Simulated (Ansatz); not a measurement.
# HPbNO4 (P2_1) in Ansatz: band structure with PBEsol

Aim: the band structure of HPbNO4 with PBEsol.

Program: Ansatz 0.2.0. These are calculated values, not measurements. Logs are shortened: lines on timing, memory, paths and dates and some standing lists are left out, and cuts for length are marked.

## 1. The crystal as given

Symmetry: P2_1, No. 4, monoclinic system. Conventional cell: a = 6.435 Å, b = 4.111 Å, c = 8.338 Å, α = 90.00°, β = 112.11°, γ = 90.00°. H (site symmetry 1) is surrounded by 1 O at 0.99 Å. Pb (site symmetry 1) is surrounded by 4 O at 2.40 to 2.69 Å. N (site symmetry 1) has 3 O at 1.25 to 1.29 Å as nearest neighbours. O (site symmetry 1) is surrounded by 1 H at 0.99 Å. O (site symmetry 1) has 1 N at 1.25 Å as nearest neighbours. O (site symmetry 1) has 1 N at 1.26 Å as nearest neighbours. O (site symmetry 1) is surrounded by 1 N at 1.29 Å.

The cell was built by a generator and needn't be a form met in nature.

## 2. Band structure, PBEsol

Contents of input.yaml:

```yaml
crystal:
  lattice:
    - [6.43453, 0.0, 0.00872]
    - [0.0, 4.11089, 0.0]
    - [-3.14884, 0.0, 7.72026]
  atoms:
    - { symbol: H, position: [0.29356, 0.09662, 0.51195] }
    - { symbol: H, position: [0.70644, 0.59662, 0.48805] }
    - { symbol: Pb, position: [0.98504, 0.60505, 0.29264] }
    - { symbol: Pb, position: [0.01496, 0.10504, 0.70736] }
    - { symbol: "N", position: [0.5923, 0.36587, 0.7929] }
    - { symbol: "N", position: [0.4077, 0.86587, 0.2071] }
    - { symbol: O, position: [0.12824, 0.09198, 0.45672] }
    - { symbol: O, position: [0.41419, 0.4619, 0.80564] }
    - { symbol: O, position: [0.78042, 0.46544, 0.89401] }
    - { symbol: O, position: [0.58396, 0.16262, 0.67325] }
    - { symbol: O, position: [0.87176, 0.59198, 0.54328] }
    - { symbol: O, position: [0.58581, 0.9619, 0.19436] }
    - { symbol: O, position: [0.21958, 0.96544, 0.10599] }
    - { symbol: O, position: [0.41604, 0.66262, 0.32675] }
hamiltonian:
  xc: pbesol
  pseudopotentials: { kind: paw }
kpoints:
  mp_grid: { grid: [5, 7, 4] }
  band_path:
    path:
      - [[0.0, 0.0, 0.0], [0.0, 0.0, 0.5], [-0.4133157455, 0.0, 0.7015902471], [-0.5, 0.0, 0.5], [-0.5, 0.5, 0.5], [-0.5866842545, 0.5, 0.2984097529], [-0.5, 0.5, 0.0], [-0.5, 0.0, 0.0], [-0.5866842545, 0.0, 0.2984097529]]
      - [[-0.4133157455, 0.5, 0.7015902471], [0.0, 0.5, 0.5], [0.0, 0.5, 0.0]]
      - [[0.0, 0.0, 0.5], [0.0, 0.5, 0.5]]
    npoints: 10
scf:
  occupations: { method: fermi_dirac, width: 0.05 }
  n_extra_bands: 35
output:
  forces: true
  stress: true
  eigenvalues: true
  fatbands: false
```

Potentials or basis: Ansatz PAW.

On the command line:

```console
> ansatz run input.yaml --threads 8 --pin off --max-ram 20480MiB --backend cpu --events-out ev --progress --plain --runs-dir out
```

Standard output:

```text
Warning: the atoms were moved onto the symmetric positions of the space group found under crystal.symmetry.tolerance 1.0e-5 (fractional; no operation is sought that the atoms, as they stand in a round, miss by more than twice it, and no atom is moved by as much as it), and the run uses the moved positions. Before a round's move an operation carried an atom to 4.11e-5 Å from where it should land, the largest such distance. Atom 2 (counting from 0) moved farthest, by 2.06e-5 Å; the longest move in fractions of the cell, of whichever atom, is 0.50 of the tolerance, in 1 round. To run the atoms as typed, lower crystal.symmetry.tolerance until the operations that they miss are no longer found, or set crystal.symmetry.detect: false (a key that needs symmetry detection or time reversal refuses this as the deck is read). The positions used, in the order of the run's atom list: position: [0.29356, 0.09662, 0.51195]; position: [0.70644, 0.59662, 0.48805]; position: [0.98504, 0.6050449999999999, 0.29264]; position: [0.01496, 0.10504499999999992, 0.70736]; position: [0.5923, 0.36587, 0.7929]; position: [0.4077, 0.86587, 0.2071]; position: [0.12824, 0.09198, 0.45672]; position: [0.41419, 0.4619, 0.80564]; position: [0.78042, 0.46544, 0.89401]; position: [0.58396, 0.16262, 0.67325]; position: [0.87176, 0.59198, 0.54328]; position: [0.58581, 0.9619, 0.19436]; position: [0.21958, 0.96544, 0.10599]; position: [0.41604, 0.66262, 0.32675];
Warning: RAYON_NUM_THREADS=8 ignored (pool sized by the plan → 8); use --threads N
scf.n_extra_bands = 35 over 44 filled bands (N_el = 88.0): the run solves 79 bands
Engine: ansatz 0.2.0, aarch64-unknown-linux-gnu
Pseudopotentials: kind: paw
Pseudopotential: H, paw, valence charge 1, recommended cutoff 420 eV (normal), H.paw.azcp
Pseudopotential: Pb, paw, valence charge 14, recommended cutoff 420 eV (normal), Pb.paw.azcp
Pseudopotential: N, paw, valence charge 5, recommended cutoff 420 eV (normal), N.paw.azcp
Pseudopotential: O, paw, valence charge 6, recommended cutoff 420 eV (normal), O.paw.azcp
Functional definition: PBEsol
  exchange = pbesol_x
  correlation = pbesol_c
Crystal: 14 atoms, lattice volume = 204.326 Å³
Basis set: ecut = 420 eV, 4005 PW (Γ), exchange–correlation on 90×60×120 points (8 copies of the dense FFT grid, shifted against one another)
Bands: 79, of which v1, the nominal top of the filled ones, is band 44 counted from 1 (43 counted from 0)
Symmetry: 2 space group operations
Space group: P21 (ITA 4), of the structure as read, at distance tolerance 5.9e-5 Å
k-points: 44 of 140 (time reversal used)
Non-local potential: H, projectors of the file, l = 0: 2, l = 1: 1
Non-local potential: Pb, projectors of the file, l = 0: 2, l = 1: 2, l = 2: 2, l = 3: 2
Non-local potential: N, projectors of the file, l = 0: 2, l = 1: 2, l = 2: 1
Non-local potential: O, projectors of the file, l = 0: 2, l = 1: 2, l = 2: 1
PAW form: soft (Blöchl's): semilocal exchange-correlation on the pseudo side does not see the compensation charge
PAW frozen core: Pb, regenerated for the run's functional, and the local potential with it (the file was generated under x = pbe(κ = 0.804, μ = 0.2195149727645171), c = pbe(β = 0.06672455060314922))
PAW frozen core: N, regenerated for the run's functional, and the local potential with it (the file was generated under x = pbe(κ = 0.804, μ = 0.2195149727645171), c = pbe(β = 0.06672455060314922))
PAW frozen core: O, regenerated for the run's functional, and the local potential with it (the file was generated under x = pbe(κ = 0.804, μ = 0.2195149727645171), c = pbe(β = 0.06672455060314922))
PAW one-centre angular grid: H, 110 points (default); XC on 64 Gauss nodes
PAW one-centre angular grid: Pb, 590 points (default); XC on 64 Gauss nodes
PAW one-centre angular grid: N, 110 points (default); XC on 64 Gauss nodes
PAW one-centre angular grid: O, 110 points (default); XC on 64 Gauss nodes
Initial density: superposition of atomic densities (neutral atoms: chi_scale 0, normalization atom), corrected by the library's trained network
Initial wavefunctions: pseudopotential atomic-orbital guess
Functional: x = pbesol(κ = 0.804, μ = 0.12345679012345678), c = pbesol(β = 0.046)
SCF iter   1: F=—  HF=-28776.331089 eV  |F-HF|=—  |Δ(HF+E_count)|=         —  Δρ=9.99e-3  dr2=1.72e-1  ethr=1.77e-3  ⟨swp⟩=6.4  Hψ=16374  notcnv=0  defer=838
preconditioner: auto → Resta (q_TF=auto, 2.371 Å⁻¹)  ε∞=2.4  [insulator: Δε(μ)=3.299 eV  Ē_g=20.639 eV  σ=0.050 eV  W_gap=1.00  n_scr=48 (ndim 8)  ℏωp=24.4 eV  f_vac=0.183  D(μ)=0.00/eV (n_scr^D=0)  ε∞_Penn≈2.4]
SCF iter   2: F=—  HF=-28776.285392 eV  |F-HF|=—  |Δ(HF+E_count)|=   4.57e-2  Δρ=3.22e-3  dr2=1.86e-2  ethr=1.95e-4  ⟨swp⟩=2.0  Hψ=5069  notcnv=0  defer=1183
SCF iter   3: F=—  HF=-28776.282330 eV  |F-HF|=—  |Δ(HF+E_count)|=   3.06e-3  Δρ=1.42e-3  dr2=3.73e-3  ethr=2.11e-5  ⟨swp⟩=2.0  Hψ=4400  notcnv=0  defer=1183
SCF iter   4: F=—  HF=-28776.282192 eV  |F-HF|=—  |Δ(HF+E_count)|=   1.38e-4  Δρ=6.64e-4  dr2=8.93e-4  ethr=4.24e-6  ⟨swp⟩=2.4  Hψ=3401  notcnv=0  defer=1183
SCF iter   5: F=—  HF=-28776.282304 eV  |F-HF|=—  |Δ(HF+E_count)|=   1.12e-4  Δρ=4.63e-4  dr2=4.50e-4  ethr=1.01e-6  ⟨swp⟩=2.0  Hψ=4141  notcnv=0  defer=1183
SCF iter   6: F=—  HF=-28776.282253 eV  |F-HF|=—  |Δ(HF+E_count)|=   5.09e-5  Δρ=9.27e-5  dr2=1.37e-5  ethr=5.12e-7  ⟨swp⟩=2.0  Hψ=3269  notcnv=0  defer=1183
SCF iter   7: F=—  HF=-28776.282255 eV  |F-HF|=—  |Δ(HF+E_count)|=   2.03e-6  Δρ=5.08e-5  dr2=4.05e-6  ethr=1.56e-8  ⟨swp⟩=2.0  Hψ=4096  notcnv=0  defer=1183
SCF iter   8: F=—  HF=-28776.282255 eV  |F-HF|=—  |Δ(HF+E_count)|=   1.41e-7  Δρ=1.00e-5  dr2=1.60e-7  ethr=4.60e-9  ⟨swp⟩=2.0  Hψ=4199  notcnv=0  defer=1183
SCF iter   9: F=-28776.282256 eV  HF=-28776.282255 eV  |F-HF|=2.39e-8  |Δ(HF+E_count)|=   2.59e-7  Δρ=3.34e-6  dr2=2.00e-8  ethr=1.14e-10  ⟨swp⟩=16.1  Hψ=23360  notcnv=0
SCF 1 converged in 9 iterations: F = -28776.282256 eV  dr2 = 2.00e-8
NSCF: frozen V_eff on 113 k-points
SCF converged after 9 iterations
Free energy (F): -28776.282256 eV
Harris-Foulkes:  -28776.282255 eV  (|F-HF|=2.39e-8)
Internal energy: -28776.282256 eV  (E = F + TS)
E sigma→0 (E₀):  -28776.282256 eV
Fermi energy:    4.374132 eV
--- Per-component energies (eV) ---
  E_band       = -602.773872
  E_kinetic    = 2248.828538
  E_local      = -7243.652047  (includes V_loc(G=0)·N_el)
  E_nonlocal   = 1186.861362
  E_hartree    = 2680.972757
  E_xc         = -1146.804205
  E_vxc        = -1172.931374  (∫ρ·V_xc dr)
  E_paw        = -21968.626169  (= ΣΔE_a)
  E_vpaw       = -983.846026  (= ΣTr[D̂ρ^β])
  E_aug_tail   = 0.017244  (compensation charges beyond the density's cutoff)
  E_ewald      = -4534.342469
  E_core_change = 0.462734  (= ΣΔE_core)
  E_smearing   = -0.000000  (= −TS)
  E_closure    = -0.000000  (closes the sum)
  Σ components = -28776.282256   (vs F -28776.282256, Δ=0.00e0)
--- Forces (eV/Å), atoms counted from 1 ---
  atom   1  H      0.19728959     0.01332953     0.12019530
  atom   2  H     -0.19728959     0.01332953    -0.12019530
  atom   3  Pb     0.02539353     0.08346186     0.24818418
  atom   4  Pb    -0.02539353     0.08346186    -0.24818418
  atom   5  N      0.00082719     0.02837857     0.01017112
  atom   6  N     -0.00082719     0.02837857    -0.01017112
  atom   7  O     -0.29051042    -0.01723054    -0.10925492
  atom   8  O      0.38103665    -0.19268664    -0.07748407
  atom   9  O     -0.27965510    -0.16975231    -0.30617373
  atom  10  O     -0.05787968     0.25452492     0.24262377
  atom  11  O      0.29051042    -0.01723054     0.10925492
  atom  12  O     -0.38103665    -0.19268664     0.07748407
  atom  13  O      0.27965510    -0.16975231     0.30617373
  atom  14  O      0.05787968     0.25452492    -0.24262377
  max |Σ_I F_I| component: 5.08e-5 eV/Å
--- Stress (GPa, compression-positive) ---
       -3.333615       0.000000      -0.001128
        0.000000      -2.496414       0.000000
       -0.001128       0.000000      -2.669011
  P = ⅓ Tr σ = -2.8330 GPa (-28.330 kbar)
--- Band table (eV; the first three rows and the last of 44) ---
  k-point 0: bands = ["-22.6854", "-22.6714", "-17.3426", "-17.3330", "-17.0448", "-16.9976", "-15.2177", "-14.9679", "-12.3269", "-12.3203", "-12.3103", "-12.3035", "-12.2820", "-12.2732", "-12.2702", "-12.2628", "-12.2181", "-12.0067", "-6.8590", "-6.6586", "-5.0465", "-4.7071", "-4.6356", "-4.6171", "-4.3499", "-4.3012", "-3.5944", "-3.4769", "-1.7902", "-0.8304", "-0.3538", "0.0897", "0.4628", "0.8276", "0.9168", "0.9709", "1.0224", "1.1404", "1.1620", "1.2757", "1.4415", "2.4645", "2.5499", "2.5565", "6.1017", "6.3063", "7.1998", "7.4370", "8.5065", "8.7398", "8.9332", "9.5670", "9.8306", "11.2356", "11.5723", "12.2866", "13.0195", "13.2004", "13.5495", "13.8362", "14.4661", "14.5483", "15.3073", "15.4161", "15.8381", "15.8481", "15.9949", "16.6983", "16.7379", "16.8992", "17.3149", "17.4176", "17.6339", "17.8587", "18.2037", "18.7151", "18.9525", "19.2881", "19.2932"]
  k-point 1: bands = ["-22.6835", "-22.6732", "-17.3434", "-17.3322", "-17.0403", "-17.0025", "-15.2170", "-14.9678", "-12.3275", "-12.3203", "-12.3104", "-12.3030", "-12.2813", "-12.2733", "-12.2701", "-12.2631", "-12.2182", "-12.0067", "-6.8828", "-6.6505", "-5.0352", "-4.7120", "-4.6980", "-4.5508", "-4.3374", "-4.2888", "-3.5685", "-3.4673", "-1.8123", "-0.9578", "-0.3437", "0.0981", "0.4209", "0.7937", "0.8766", "1.0497", "1.0935", "1.1868", "1.1963", "1.2912", "1.4448", "2.3893", "2.4663", "2.6673", "6.1646", "6.3193", "7.1807", "7.3550", "8.1922", "8.7419", "9.1320", "9.7550", "9.9361", "11.1253", "11.7360", "12.2357", "12.9055", "13.0683", "13.6026", "13.8115", "14.4352", "14.5938", "15.0623", "15.6519", "15.8107", "16.0181", "16.2343", "16.5005", "16.7970", "16.9504", "17.2100", "17.4857", "17.5611", "17.7083", "17.9368", "18.5859", "18.9255", "19.1163", "19.4835"]
  k-point 2: bands = ["-22.6803", "-22.6764", "-17.3441", "-17.3316", "-17.0341", "-17.0091", "-15.2162", "-14.9677", "-12.3282", "-12.3201", "-12.3105", "-12.3025", "-12.2809", "-12.2732", "-12.2700", "-12.2634", "-12.2182", "-12.0067", "-6.9041", "-6.6449", "-5.0226", "-4.7425", "-4.6946", "-4.5303", "-4.3233", "-4.2766", "-3.4993", "-3.4960", "-1.8345", "-1.0813", "-0.3214", "0.1065", "0.3781", "0.8105", "0.8151", "1.0760", "1.0786", "1.1943", "1.2811", "1.3759", "1.4767", "2.2954", "2.4573", "2.7032", "6.2785", "6.2938", "7.1684", "7.2445", "8.0345", "8.7284", "9.1622", "9.8614", "10.2688", "10.8879", "12.0213", "12.1490", "12.8759", "13.0748", "13.0820", "14.0358", "14.3225", "14.8433", "14.9878", "15.8314", "15.9511", "15.9836", "16.2217", "16.4067", "16.8861", "16.9121", "16.9696", "17.4514", "17.5455", "17.7274", "17.7804", "18.6958", "18.7862", "19.1374", "19.4224"]
  k-point 43: bands = ["-22.6611", "-22.6593", "-17.3341", "-17.3318", "-17.0530", "-17.0445", "-15.1112", "-15.0541", "-12.3143", "-12.3077", "-12.2983", "-12.2898", "-12.2846", "-12.2771", "-12.2277", "-12.2258", "-12.0856", "-12.0249", "-6.6521", "-6.6122", "-4.9745", "-4.9529", "-4.7182", "-4.6738", "-4.3990", "-4.3274", "-3.6331", "-3.5807", "-2.3700", "-2.2346", "0.1160", "0.2861", "0.5948", "0.6545", "0.8814", "0.9645", "1.2024", "1.2205", "1.4175", "1.4677", "1.9639", "2.0502", "2.6088", "2.6385", "6.0208", "6.0974", "7.2564", "7.4105", "8.3213", "8.5399", "9.0006", "9.2234", "11.0890", "11.5309", "11.9255", "12.1967", "12.5924", "12.8327", "13.3183", "13.4357", "14.4746", "14.7409", "15.0456", "15.3660", "15.7284", "15.9561", "16.2805", "16.4046", "16.7023", "16.8771", "17.3055", "17.4839", "17.7738", "17.9214", "18.4940", "18.8169", "19.1658", "19.4312", "19.9657"]
```

Wall time 25 s (8 threads of Arm Neoverse V2, shared host); peak memory 1.6 GiB.

Results:

| Item | Value |
| --- | --- |
| Free energy | -28776.2823 eV |
| Pressure | -2.8 GPa |
| Largest force | 0.448 eV/Å |
| Band gap on the k mesh | 3.29 eV, indirect (least direct gap 3.37 eV) |
| Band gap along the path | 3.30 eV, indirect (least direct gap 3.37 eV) |

Forces on the atoms (eV/Å):
```
H    0.197  0.013  0.120
H   -0.197  0.013 -0.120
Pb   0.025  0.083  0.248
Pb  -0.025  0.083 -0.248
N    0.001  0.028  0.010
N   -0.001  0.028 -0.010
O   -0.291 -0.017 -0.109
O    0.381 -0.193 -0.077
O   -0.280 -0.170 -0.306
O   -0.058  0.255  0.243
O    0.291 -0.017  0.109
O   -0.381 -0.193  0.077
O    0.280 -0.170  0.306
O    0.058  0.255 -0.243
```

Stress tensor (GPa, compression positive):
```
-3.33  0.00  0.00
 0.00 -2.50  0.00
 0.00  0.00 -2.67
```

Levels at the corners of the path, in eV from the valence-band top:
```tsv
point	band 41	band 42	band 43	band 44	band 45	band 46	band 47	band 48
Γ	-1.29	-0.27	-0.18	-0.18	3.37	3.57	4.47	4.70
Y	-1.26	-0.44	-0.27	-0.03	3.55	3.56	4.44	4.51
H	-1.15	-0.52	-0.29	-0.07	3.54	3.66	4.12	4.44
C	-1.18	-0.39	-0.32	-0.18	3.50	3.63	4.27	4.49
E	-0.72	-0.72	-0.10	-0.10	3.32	3.32	4.55	4.55
M1	-0.73	-0.73	-0.07	-0.07	3.34	3.34	4.51	4.51
A	-0.77	-0.77	-0.06	-0.06	3.33	3.33	4.51	4.51
X	-1.13	-0.59	-0.28	0.00	3.65	3.66	3.85	4.36
H1	-1.15	-0.52	-0.29	-0.07	3.54	3.66	4.12	4.44
M	-0.73	-0.73	-0.07	-0.07	3.34	3.34	4.51	4.51
D	-0.71	-0.71	-0.10	-0.10	3.37	3.37	4.49	4.49
Z	-0.75	-0.75	-0.16	-0.16	3.34	3.34	4.56	4.56
Y	-1.26	-0.44	-0.27	-0.03	3.55	3.56	4.44	4.51
D	-0.71	-0.71	-0.10	-0.10	3.37	3.37	4.49	4.49
```

Caveat: the pressure holds a Pulay correction of +0.6 GPa for the finite cutoff; spin-orbit coupling is left out, which as a rule narrows the gap of such compounds by several tenths of an eV; the PAW data sets come from PBE, with cores solved anew for the run's functional, which leaves a small shift of forces and pressure. A hybrid or GW would open this gap; PBEsol tends to underestimate it.
